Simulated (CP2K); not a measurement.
The system is NiMoIrPdW.

```xyz
5
Lattice="4.1467 0.0000 0.0000 -2.0734 3.5911 0.0000 0.0000 0.0000 5.4163" Properties=species:S:1:pos:R:3 pbc="T T T"
Ni    0.0000    0.0000    0.1203
Mo    2.0734    1.1970    2.4913
Pd    0.0000    2.3941    4.0406
Ir    0.0000    2.3941    1.3888
W     2.0734    1.1970    5.4155
```

The cell was built by a generator and needn't be a form met in nature.

Base run:

- Program: CP2K 2026.2
- Functional: r2SCAN
- Potentials or basis: GTH_POTENTIALS Ni GTH-PBE-q18, Pd GTH-PBE-q18, Ir GTH-PBE-q17, W GTH-PBE-q14; POTENTIAL_UZH Mo GTH-PBE-q14; TZVP-MOLOPT-SR-GTH, TZVP-MOLOPT-PBE-GTH basis
- Density cutoff: 13606 eV
- k mesh: 7 × 7 × 5
- Occupations: fermi-dirac, width 0.05 eV
- Spin: collinear spin, ferromagnetic start
- Starting moments: [1.0, 1.0, 0.0, 0.6, 0.0] μB

Its results: pressure -5.3 GPa.

Problem. The run is repeated on the same cell with these changes: functional from r2SCAN to RPBE. What comes out?

Solution. Pressure 3.1 GPa.

Caveats: the potentials were made for another functional, which shifts forces and pressure; the basis of atomic orbitals isn't converged, which shifts pressures, moduli and gaps; the total moment is fixed, so each spin has its own Fermi level.
